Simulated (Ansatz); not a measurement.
# CH5BrClGa: the cost of one run

Program: Ansatz 0.2.0. Level of theory: RHF/def2-SVP. These are calculated values, not measurements.

### Step 1. The system as given

Bond lengths: Ga1–C3 2.032 Å, Ga1–Cl4 2.071 Å, Ga1–Br6 2.824 Å, C3–H7 1.091 Å, C3–H8 1.091 Å, C3–H9 1.093 Å. Angles: Ga1–C3–H7 108.3°, Ga1–C3–H8 110.3°, Ga1–C3–H9 109.6°, H7–C3–H8 110.0°, H7–C3–H9 109.4°, H8–C3–H9 109.3°, C3–Ga1–Cl4 140.9°, C3–Ga1–Br6 105.7°, Cl4–Ga1–Br6 108.2°.

Structure file:

```xyz
9

Ga   -0.5368    0.4400    0.4291
H     1.2586    0.5508    1.3506
C    -0.0537   -0.0345   -1.4865
Cl   -1.8127    1.6625    1.5085
H     1.1302   -0.3331    1.7457
Br   -0.0849   -1.9071    1.9327
H     0.8203   -0.6878   -1.4679
H     0.1688    0.8693   -2.0565
H    -0.8898   -0.5602   -1.9557
```

### Step 2. A restrained relaxation towards end A

Springs on the bonds that form and break draw the guess towards this end; the thresholds are loose.

input.yaml reads:

```yaml
crystal:
  periodic: [false, false, false]
  atoms:
    - { symbol: Ga, position_ang: [-0.5368, 0.44, 0.4291] }
    - { symbol: H, position_ang: [1.2586, 0.5508, 1.3506] }
    - { symbol: C, position_ang: [-0.0537, -0.0345, -1.4865] }
    - { symbol: Cl, position_ang: [-1.8127, 1.6625, 1.5085] }
    - { symbol: H, position_ang: [1.1302, -0.3331, 1.7457] }
    - { symbol: Br, position_ang: [-0.0849, -1.9071, 1.9327] }
    - { symbol: H, position_ang: [0.8203, -0.6878, -1.4679] }
    - { symbol: H, position_ang: [0.1688, 0.8693, -2.0565] }
    - { symbol: H, position_ang: [-0.8898, -0.5602, -1.9557] }
basis:
  gaussian: { orbitals: def2-SVP }
hamiltonian:
  xc: hf
relax:
  f_tol: 0.15
  max_steps: 25
  restrain:
    - { distance: [0, 5], at: 3.72, k: 30.0 }
    - { distance: [4, 1], at: 1.92, k: 30.0 }
    - { distance: [0, 1], at: 1.53, k: 30.0 }
    - { distance: [4, 5], at: 1.51, k: 30.0 }
output:
  orbitals: {}
```

Command:

```
> ansatz run input.yaml --threads 2 --pin off --max-ram 3072MiB --backend cpu --events-out ev --progress --plain --runs-dir out
```

**Question.** How long does this run take on 2 threads of Arm Neoverse V2, shared host, and how much memory does it need?

About 28 s, with a peak of 0.32 GiB.
